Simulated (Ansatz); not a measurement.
Here is an Ansatz 0.2.0 calculation.

The input input.yaml:

```yaml
crystal:
  lattice:
    - [5.72385, -0.00745, -0.00403]
    - [1.30279, 6.25499, 0.00561]
    - [0.27574, 1.30074, 8.36754]
  atoms:
    - { symbol: Ta, position: [0.21713, 0.30521, 0.58431] }
    - { symbol: Ta, position: [0.03325, 0.11123, 0.99855] }
    - { symbol: Ta, position: [0.58248, 0.62145, 0.50482] }
    - { symbol: As, position: [0.58707, 0.89691, 0.83049] }
    - { symbol: Au, position: [0.58004, 0.09228, 0.18613] }
    - { symbol: Au, position: [0.04485, 0.82077, 0.44682] }
    - { symbol: O, position: [0.66201, 0.69726, 0.71088] }
    - { symbol: O, position: [0.51632, 0.13418, 0.69625] }
    - { symbol: O, position: [0.85098, 0.88773, 0.91932] }
    - { symbol: O, position: [0.34466, 0.87003, 0.94651] }
    - { symbol: O, position: [0.73015, 0.2924, 0.03095] }
    - { symbol: O, position: [0.24622, 0.21809, 0.11075] }
    - { symbol: O, position: [0.129, 0.09398, 0.49104] }
    - { symbol: O, position: [0.48032, 0.38887, 0.43499] }
    - { symbol: O, position: [0.05966, 0.26685, 0.78594] }
    - { symbol: O, position: [0.9333, 0.5324, 0.45645] }
    - { symbol: O, position: [0.49975, 0.85161, 0.34971] }
    - { symbol: O, position: [0.25256, 0.62988, 0.62473] }
    - { symbol: O, position: [0.91878, 0.95175, 0.22636] }
hamiltonian:
  xc: r2scan
  pseudopotentials: { kind: paw }
kpoints:
  mp_grid: { grid: [4, 3, 3] }
scf:
  occupations: { method: fermi_dirac, width: 0.05 }
output:
  forces: true
  stress: true
  eigenvalues: true
relax:
  f_tol: 0.01
  max_steps: 40
  cell: { stress_tol: 0.05 }
```

Potentials or basis: Ansatz PAW.

The run is started by

```console
$ ansatz run input.yaml --threads 8 --pin off --max-ram 20480MiB --backend cpu --events-out ev --progress --plain --runs-dir out
```

Estimate the space group after relaxing (to 0.05 Å).

P1 (No. 1).

What does it give for the relaxed cell?

a = 5.669 Å, b = 6.315 Å, c = 8.311 Å, α = 81.63°, β = 87.73°, γ = 77.46°.

Step by step:
| step | energy change (eV) | largest force (eV/Å) | volume (Å³) |
| --- | --- | --- | --- |
| 1 | 0.0000 | 0.6448 | 299.62 |
| 2 | -0.1378 | 0.4695 | 286.81 |
| 3 | -0.1536 | 0.1089 | 287.95 |
| 4 | -0.1556 | 0.0473 | 287.74 |
| 5 | -0.1567 | 0.0215 | 287.39 |
| 6 | -0.1568 | 0.0311 | 287.37 |
| 7 | -0.1569 | 0.0053 | 287.32 |
| 8 | -0.1509 | 0.0055 | 287.32 |

Caveat: odd divisions of the mesh miss points on the zone boundary, where band edges often lie, so the gap on the mesh can be too wide; the plane-wave basis is chosen anew once the cell has moved, so the energies of steps on either side of that aren't comparable; spin-orbit coupling is left out, which moves the levels of the heavy elements; the PAW data sets come from PBE, with cores solved anew for the run's functional, which leaves a small shift of forces and pressure.
